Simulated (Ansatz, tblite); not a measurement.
# In(OH)3 (InH₃O₃): removing and adding an electron

Aim: the energy of removing and adding an electron for In(OH)3 (InH₃O₃), by energy differences, and how well orbital energies stand in for it.

Program: Ansatz 0.2.0, Gaussian basis. Level of theory: as each input shows. These are calculated values, not measurements.

The runs, in order: charge +1 doublet, at the geometry of the singlet (PBE0-D4/def2-TZVP, PBE-D4/def2-TZVP, r2SCAN-D4/def2-TZVP); charge -1 doublet, at the geometry of the singlet (PBE0-D4/def2-TZVPD, PBE-D4/def2-TZVPD, r2SCAN-D4/def2-TZVPD); the starting singlet's energies come from earlier runs.

### Step 1. The relaxed structure

The singlet was relaxed beforehand with r2SCAN-D4/def2-SVP.

7 atoms, charge 0, spin multiplicity 1.

Atoms are counted from 1 here; the program's logs count them from 0.

Bond lengths: In1–O2 1.997 Å, In1–O4 1.997 Å, In1–O6 1.997 Å, O2–H3 0.968 Å, O4–H5 0.968 Å, O6–H7 0.968 Å. Angles: O2–In1–O4 120.0°, O2–In1–O6 120.0°, O4–In1–O6 120.0°, In1–O2–H3 110.1°, In1–O4–H5 110.1°, In1–O6–H7 110.1°.

In takes a core potential in the def2 sets. No spin-orbit coupling is included.

### Step 2. Charge +1 doublet at the fixed geometry, first pass, PBE0-D4/def2-SVP

Input file in.yaml:

```yaml
crystal:
  periodic: [false, false, false]
  atoms:
    - {symbol: In, position_ang: [0.000380, -0.000009, 0.000047]}
    - {symbol: O, position_ang: [1.907310, 0.350217, 0.477804]}
    - {symbol: H, position_ang: [2.427174, -0.461789, 0.387712]}
    - {symbol: O, position_ang: [-1.338348, 1.479255, 0.083600]}
    - {symbol: H, position_ang: [-0.910549, 2.299134, 0.370842]}
    - {symbol: O, position_ang: [-0.568930, -1.829746, -0.561519]}
    - {symbol: H, position_ang: [-1.517025, -1.837052, -0.758496]}
basis:
  gaussian: {orbitals: def2-SVP}
total_charge: 1
magnetization: {spin_polarized: true, initial_magnetization: 1}
hamiltonian: {xc: pbe0, dispersion: d4}
output: {orbitals: {seedname: orbitals}}
```

On the command line:

```
> ansatz run in.yaml --threads 2 --pin off --events-out ev --progress --plain --max-ram 4352MiB
```

What it wrote:

```text
Functional definition: PBE0
  name "PBE0"
  cite "Adamo & Barone, J. Chem. Phys. 110, 6158 (1999) doi:10.1063/1.478522"
  cite "Perdew, Burke & Ernzerhof, Phys. Rev. Lett. 77, 3865 (1996) doi:10.1103/PhysRevLett.77.3865"
  parent pbe
  parameter a = 0.25
  parameter kappa = 0.804
  parameter beta = 0.06672455060314922
  exchange = (1 - a)*pbe_x(kappa = kappa, mu = beta*pi^2/3) + a*exact_x
  correlation = pbe_c(beta = beta)
882 factors; integrals over basis functions are off by at most 1.0e-3 eV
mean field evaluation 1: about -11322.7199 eV, gradient 7.2e1 eV
mean field evaluation 2: about -11245.4866 eV, gradient 1.4e2 eV
mean field evaluation 4: about -11336.0144 eV, gradient 3.6e1 eV
mean field evaluation 8: about -11342.1902 eV, gradient 1.6e0 eV
mean field evaluation 16: about -11342.3383 eV, gradient 4.5e-2 eV
mean field evaluation 32: about -11342.3383 eV, gradient 5.4e-5 eV
mean field evaluation 64: about -11342.3386 eV, gradient 1.3e-5 eV
mean field evaluation 96: about -11341.7589 eV, gradient 8.1e0 eV
mean field -11342.33860816 eV, -416.8232557367 hartree, gradient 1.3e-5 eV, S^2 0.765689; 14 other end points of the search recorded, 0 dependent functions left out
reference -11342.33864476 eV, -416.8232570818 hartree; 24, 23 occupied and 59, 60 virtual orbitals, 882 factors
Total energy: -11342.41485234 eV, -416.8260576584 hartree
```

It took 15 s on 2 threads of Arm Neoverse V2, shared host.

From the report: HOMO -13.75 eV, LUMO -12.85 eV (over both spins); ⟨S²⟩ 0.766 (pure: 0.75).

### Step 3. Charge +1 doublet at the fixed geometry, PBE0-D4/def2-TZVP

start.molden holds the orbitals of an earlier run on this state, given as this run's starting guess.

Edit in.yaml of step 2 so:

```diff
@@ -11,3 +11,3 @@
 basis:
-  gaussian: {orbitals: def2-SVP}
+  gaussian: {orbitals: def2-TZVP, initial_orbitals: start.molden}
 total_charge: 1
@@ -15,2 +15,3 @@
 hamiltonian: {xc: pbe0, dispersion: d4}
+scf: {omitted_lower_state_checks: [starts]}
 output: {orbitals: {seedname: orbitals}}
```

The command is unchanged.

What it wrote:

```text
Functional definition: PBE0
  name "PBE0"
  cite "Adamo & Barone, J. Chem. Phys. 110, 6158 (1999) doi:10.1063/1.478522"
  cite "Perdew, Burke & Ernzerhof, Phys. Rev. Lett. 77, 3865 (1996) doi:10.1103/PhysRevLett.77.3865"
  parent pbe
  parameter a = 0.25
  parameter kappa = 0.804
  parameter beta = 0.06672455060314922
  exchange = (1 - a)*pbe_x(kappa = kappa, mu = beta*pi^2/3) + a*exact_x
  correlation = pbe_c(beta = beta)
these checks for a lower state are left out or cut short: starts
1066 factors; their error is unknown
mean field evaluation 1: about -11346.7518 eV, gradient 1.1e2 eV
mean field evaluation 2: about -11350.2789 eV, gradient 4.0e0 eV
mean field evaluation 4: about -11350.4231 eV, gradient 2.8e-1 eV
mean field evaluation 8: about -11350.4233 eV, gradient 9.7e-5 eV
mean field -11350.42329337 eV, -417.1203624380 hartree, gradient 7.6e-6 eV, S^2 0.765947; 0 other end points of the search recorded, 0 dependent functions left out
reference -11350.42332569 eV, -417.1203636259 hartree; 24, 23 occupied and 137, 138 virtual orbitals, 1066 factors
Total energy: -11350.49953326 eV, -417.1231642026 hartree
Checks for a lower state left out: starts
```

Run time: 11 s. Hardware: 2 threads of Arm Neoverse V2, shared host; peak memory 0.6 GiB.

HOMO -13.84 eV, LUMO -12.93 eV (over both spins); ⟨S²⟩ 0.766 (pure: 0.75).

### Step 4. Charge +1 doublet at the fixed geometry, PBE-D4/def2-TZVP

Edit in.yaml of step 3 so:

```diff
@@ -14,3 +14,3 @@
 magnetization: {spin_polarized: true, initial_magnetization: 1}
-hamiltonian: {xc: pbe0, dispersion: d4}
+hamiltonian: {xc: pbe, dispersion: d4}
 scf: {omitted_lower_state_checks: [starts]}
```

The command is unchanged.

What it wrote:

```text
Functional definition: PBE
  name "PBE"
  cite "Perdew, Burke & Ernzerhof, Phys. Rev. Lett. 77, 3865 (1996) doi:10.1103/PhysRevLett.77.3865"
  parent pbe
  parameter kappa = 0.804
  parameter beta = 0.06672455060314922
  exchange = pbe_x(kappa = kappa, mu = beta*pi^2/3)
  correlation = pbe_c(beta = beta)
these checks for a lower state are left out or cut short: starts
973 factors; their error is unknown
mean field evaluation 1: about -11351.2938 eV, gradient 6.8e0 eV
mean field evaluation 2: about -11351.4765 eV, gradient 2.8e-1 eV
mean field evaluation 4: about -11351.4683 eV, gradient 2.7e-1 eV
mean field evaluation 8: about -11351.4684 eV, gradient 1.6e-5 eV
mean field -11351.46843308 eV, -417.1587706140 hartree, gradient 1.6e-5 eV, S^2 0.754292; 0 other end points of the search recorded, 0 dependent functions left out
reference -11351.46847935 eV, -417.1587723145 hartree; 24, 23 occupied and 137, 138 virtual orbitals, 973 factors
Total energy: -11351.55815324 eV, -417.1620677690 hartree
Checks for a lower state left out: starts
```

Wall time 3.3 s (2 threads of Arm Neoverse V2, shared host).

Report: HOMO -13.09 eV, LUMO -13.26 eV (over both spins; with the spin held, an empty level of the minority spin lies below the top filled one); ⟨S²⟩ 0.754 (pure: 0.75).

### Step 5. Charge +1 doublet at the fixed geometry, r2SCAN-D4/def2-TZVP

Edit in.yaml of step 4 so:

```diff
@@ -14,3 +14,3 @@
 magnetization: {spin_polarized: true, initial_magnetization: 1}
-hamiltonian: {xc: pbe, dispersion: d4}
+hamiltonian: {xc: r2scan, dispersion: d4}
 scf: {omitted_lower_state_checks: [starts]}
```

Launched as before.

What it wrote:

```text
Functional definition: r2SCAN
  name "r2SCAN"
  cite "Furness, Kaplan, Ning, Perdew & Sun, J. Phys. Chem. Lett. 11, 8208 (2020) doi:10.1021/acs.jpclett.0c02405"
  cite "Furness, Kaplan, Ning, Perdew & Sun, J. Phys. Chem. Lett. 11, 9248 (2020) doi:10.1021/acs.jpclett.0c03077"
  parent r2scan
  parameter k0 = 0.174
  parameter k1 = 0.065
  parameter a1 = 4.9479
  exchange = r2scan_x(k0 = k0, k1 = k1, a1 = a1)
  correlation = r2scan_c
these checks for a lower state are left out or cut short: starts
973 factors; their error is unknown
mean field evaluation 1: about -11356.4376 eV, gradient 3.7e0 eV
mean field evaluation 2: about -11356.4969 eV, gradient 1.1e-1 eV
mean field evaluation 4: about -11356.4888 eV, gradient 5.9e-3 eV
mean field evaluation 8: about -11356.4888 eV, gradient 2.3e-5 eV
mean field -11356.48883943 eV, -417.3432671444 hartree, gradient 2.3e-5 eV, S^2 0.758872; 0 other end points of the search recorded, 0 dependent functions left out
reference -11356.48885349 eV, -417.3432676610 hartree; 24, 23 occupied and 137, 138 virtual orbitals, 973 factors
Total energy: -11356.50991116 eV, -417.3440415161 hartree
Checks for a lower state left out: starts
```

It took 8.5 s on 2 threads of Arm Neoverse V2, shared host.

Report: HOMO -13.16 eV, LUMO -13.32 eV (over both spins; with the spin held, an empty level of the minority spin lies below the top filled one); ⟨S²⟩ 0.759 (pure: 0.75).

### Step 6. Vertical ionisation energy

Charged state less starting state, singlet to doublet; the starting state's energies are those of its earlier runs.

| level | vertical ionisation energy (eV) | time |
| --- | --- | --- |
| PBE-D4/def2-TZVP | +10.13 | 5.1 s |
| r2SCAN-D4/def2-TZVP | +10.35 | 12 s |
| PBE0-D4/def2-TZVP | +10.81 | 13 s |

Times add the two runs; a level without a time comes out of a correlated run.

Beside −ε(HOMO) of the starting state:

| level | −ε(HOMO) (eV) | by difference (eV) | mismatch (eV) |
| --- | --- | --- | --- |
| PBE-D4/def2-TZVP | 6.96 | 10.13 | -3.17 |
| r2SCAN-D4/def2-TZVP | 7.34 | 10.35 | -3.02 |
| PBE0-D4/def2-TZVP | 8.67 | 10.81 | -2.14 |

### Step 7. Charge -1 doublet at the fixed geometry, first pass, PBE0-D4/def2-SVP

Edit in.yaml of step 5 so:

```diff
@@ -11,7 +11,6 @@
 basis:
-  gaussian: {orbitals: def2-TZVP, initial_orbitals: start.molden}
-total_charge: 1
+  gaussian: {orbitals: def2-SVP}
+total_charge: -1
 magnetization: {spin_polarized: true, initial_magnetization: 1}
-hamiltonian: {xc: r2scan, dispersion: d4}
-scf: {omitted_lower_state_checks: [starts]}
+hamiltonian: {xc: pbe0, dispersion: d4}
 output: {orbitals: {seedname: orbitals}}
```

The command is unchanged.

What it wrote:

```text
Functional definition: PBE0
  name "PBE0"
  cite "Adamo & Barone, J. Chem. Phys. 110, 6158 (1999) doi:10.1063/1.478522"
  cite "Perdew, Burke & Ernzerhof, Phys. Rev. Lett. 77, 3865 (1996) doi:10.1103/PhysRevLett.77.3865"
  parent pbe
  parameter a = 0.25
  parameter kappa = 0.804
  parameter beta = 0.06672455060314922
  exchange = (1 - a)*pbe_x(kappa = kappa, mu = beta*pi^2/3) + a*exact_x
  correlation = pbe_c(beta = beta)
882 factors; integrals over basis functions are off by at most 1.0e-3 eV
mean field evaluation 1: about -11347.9860 eV, gradient 3.5e1 eV
mean field evaluation 2: about -11337.6545 eV, gradient 6.3e1 eV
mean field evaluation 4: about -11352.5757 eV, gradient 1.2e0 eV
mean field evaluation 8: about -11352.7345 eV, gradient 9.2e-2 eV
mean field evaluation 16: about -11352.7345 eV, gradient 8.2e-5 eV
mean field -11352.73451038 eV, -417.2052980966 hartree, gradient 2.6e-5 eV, S^2 0.753151; 2 other end points of the search recorded, 0 dependent functions left out
reference -11352.73454513 eV, -417.2052993738 hartree; 25, 24 occupied and 58, 59 virtual orbitals, 882 factors
Total energy: -11352.83664762 eV, -417.2090515711 hartree
```

Run time: 2.5 s. Hardware: 2 threads of Arm Neoverse V2, shared host.

From the report: HOMO 2.14 eV, LUMO 4.23 eV (over both spins); ⟨S²⟩ 0.753 (pure: 0.75). Doubts: highest occupied level lies above zero.

### Step 8. Charge -1 doublet at the fixed geometry, PBE0-D4/def2-TZVPD

Edit in.yaml of step 7 so:

```diff
@@ -11,3 +11,3 @@
 basis:
-  gaussian: {orbitals: def2-SVP}
+  gaussian: {orbitals: def2-TZVPD, initial_orbitals: start.molden}
 total_charge: -1
@@ -15,2 +15,3 @@
 hamiltonian: {xc: pbe0, dispersion: d4}
+scf: {omitted_lower_state_checks: [starts]}
 output: {orbitals: {seedname: orbitals}}
```

Launched as before.

What it wrote:

```text
Functional definition: PBE0
  name "PBE0"
  cite "Adamo & Barone, J. Chem. Phys. 110, 6158 (1999) doi:10.1063/1.478522"
  cite "Perdew, Burke & Ernzerhof, Phys. Rev. Lett. 77, 3865 (1996) doi:10.1103/PhysRevLett.77.3865"
  parent pbe
  parameter a = 0.25
  parameter kappa = 0.804
  parameter beta = 0.06672455060314922
  exchange = (1 - a)*pbe_x(kappa = kappa, mu = beta*pi^2/3) + a*exact_x
  correlation = pbe_c(beta = beta)
these checks for a lower state are left out or cut short: starts
1218 factors; their error is unknown
mean field evaluation 1: about -11356.8957 eV, gradient 1.1e2 eV
mean field evaluation 2: about -11361.2133 eV, gradient 5.9e0 eV
mean field evaluation 4: about -11361.9303 eV, gradient 2.1e-2 eV
mean field evaluation 8: about -11361.9857 eV, gradient 1.4e-5 eV
mean field -11361.98567269 eV, -417.5452720409 hartree, gradient 1.4e-5 eV, S^2 0.751795; 0 other end points of the search recorded, 0 dependent functions left out
reference -11361.98571508 eV, -417.5452735988 hartree; 25, 24 occupied and 178, 179 virtual orbitals, 1218 factors
Total energy: -11362.08781757 eV, -417.5490257960 hartree
Checks for a lower state left out: starts
```

Run time: 8.5 s. Hardware: 2 threads of Arm Neoverse V2, shared host; peak memory 0.58 GiB.

Report: HOMO 0.86 eV, LUMO 2.41 eV (over both spins); ⟨S²⟩ 0.752 (pure: 0.75). Doubts: highest occupied level lies above zero.

### Step 9. Charge -1 doublet at the fixed geometry, PBE-D4/def2-TZVPD

Edit in.yaml of step 8 so:

```diff
@@ -14,3 +14,3 @@
 magnetization: {spin_polarized: true, initial_magnetization: 1}
-hamiltonian: {xc: pbe0, dispersion: d4}
+hamiltonian: {xc: pbe, dispersion: d4}
 scf: {omitted_lower_state_checks: [starts]}
```

Same command.

What it wrote:

```text
Functional definition: PBE
  name "PBE"
  cite "Perdew, Burke & Ernzerhof, Phys. Rev. Lett. 77, 3865 (1996) doi:10.1103/PhysRevLett.77.3865"
  parent pbe
  parameter kappa = 0.804
  parameter beta = 0.06672455060314922
  exchange = pbe_x(kappa = kappa, mu = beta*pi^2/3)
  correlation = pbe_c(beta = beta)
these checks for a lower state are left out or cut short: starts
1136 factors; their error is unknown
mean field evaluation 1: about -11362.3811 eV, gradient 6.8e0 eV
mean field evaluation 2: about -11362.5279 eV, gradient 1.6e-1 eV
mean field evaluation 4: about -11362.5173 eV, gradient 2.2e-3 eV
mean field -11362.51727769 eV, -417.5648081642 hartree, gradient 8.1e-5 eV, S^2 0.750701; 0 other end points of the search recorded, 0 dependent functions left out
reference -11362.51733335 eV, -417.5648102097 hartree; 25, 24 occupied and 178, 179 virtual orbitals, 1136 factors
Total energy: -11362.63723363 eV, -417.5692164638 hartree
Checks for a lower state left out: starts
```

Run time: 5.5 s. Hardware: 2 threads of Arm Neoverse V2, shared host.

HOMO 1.31 eV, LUMO 1.67 eV (over both spins); ⟨S²⟩ 0.751 (pure: 0.75). Doubts: highest occupied level lies above zero.

### Step 10. Charge -1 doublet at the fixed geometry, r2SCAN-D4/def2-TZVPD

Edit in.yaml of step 9 so:

```diff
@@ -14,3 +14,3 @@
 magnetization: {spin_polarized: true, initial_magnetization: 1}
-hamiltonian: {xc: pbe, dispersion: d4}
+hamiltonian: {xc: r2scan, dispersion: d4}
 scf: {omitted_lower_state_checks: [starts]}
```

Launched as before.

What it wrote:

```text
Functional definition: r2SCAN
  name "r2SCAN"
  cite "Furness, Kaplan, Ning, Perdew & Sun, J. Phys. Chem. Lett. 11, 8208 (2020) doi:10.1021/acs.jpclett.0c02405"
  cite "Furness, Kaplan, Ning, Perdew & Sun, J. Phys. Chem. Lett. 11, 9248 (2020) doi:10.1021/acs.jpclett.0c03077"
  parent r2scan
  parameter k0 = 0.174
  parameter k1 = 0.065
  parameter a1 = 4.9479
  exchange = r2scan_x(k0 = k0, k1 = k1, a1 = a1)
  correlation = r2scan_c
these checks for a lower state are left out or cut short: starts
1136 factors; their error is unknown
mean field evaluation 1: about -11367.5698 eV, gradient 3.6e0 eV
mean field evaluation 2: about -11367.6115 eV, gradient 5.7e-2 eV
mean field evaluation 4: about -11367.6026 eV, gradient 3.9e-4 eV
mean field -11367.60264478 eV, -417.7516919579 hartree, gradient 2.7e-5 eV, S^2 0.752614; 0 other end points of the search recorded, 0 dependent functions left out
reference -11367.60268896 eV, -417.7516935814 hartree; 25, 24 occupied and 178, 179 virtual orbitals, 1136 factors
Total energy: -11367.63155852 eV, -417.7527545184 hartree
Checks for a lower state left out: starts
```

Wall time 12 s (2 threads of Arm Neoverse V2, shared host).

From the report: HOMO 1.29 eV, LUMO 2.00 eV (over both spins); ⟨S²⟩ 0.753 (pure: 0.75). Doubts: highest occupied level lies above zero.

### Step 11. Vertical electron affinity

Starting state less charged state (positive: the electron is bound), singlet to doublet; the starting state's energies are those of its earlier runs.

| level | vertical electron affinity (eV) | time |
| --- | --- | --- |
| PBE-D4/def2-TZVPD | +0.79 | 8.3 s |
| r2SCAN-D4/def2-TZVPD | +0.65 | 16 s |
| PBE0-D4/def2-TZVPD | +0.65 | 12 s |

Times add the two runs; a level without a time comes out of a correlated run.

Beside −ε(LUMO) of the starting state:

| level | −ε(LUMO) (eV) | by difference (eV) | mismatch (eV) |
| --- | --- | --- | --- |
| PBE-D4/def2-TZVPD | 3.13 | 0.79 | +2.34 |
| r2SCAN-D4/def2-TZVPD | 2.85 | 0.65 | +2.20 |
| PBE0-D4/def2-TZVPD | 2.24 | 0.65 | +1.59 |

### Step 12. Results

| quantity | value |
| --- | --- |
| vertical ionisation energy, functionals in def2-TZVP | 10.13 (PBE-D4) to 10.81 eV (PBE0-D4) |
| vertical electron affinity, functionals in def2-TZVPD | 0.65 (r2SCAN-D4) to 0.79 eV (PBE-D4) |

**Reading.** The vertical ionisation energy spans 10.13 to 10.81 eV over the functionals. −ε(HOMO) misses the level's own difference by -2.14 eV at best (PBE0-D4) and -3.17 eV at worst (PBE-D4). The vertical electron affinity spans 0.65 to 0.79 eV over the functionals. The anion's highest level lies above zero where self-interaction lifts it, so diffuse functions weigh on these values. −ε(LUMO) misses the level's own difference by +1.59 eV at best (PBE0-D4) and +2.34 eV at worst (PBE-D4).
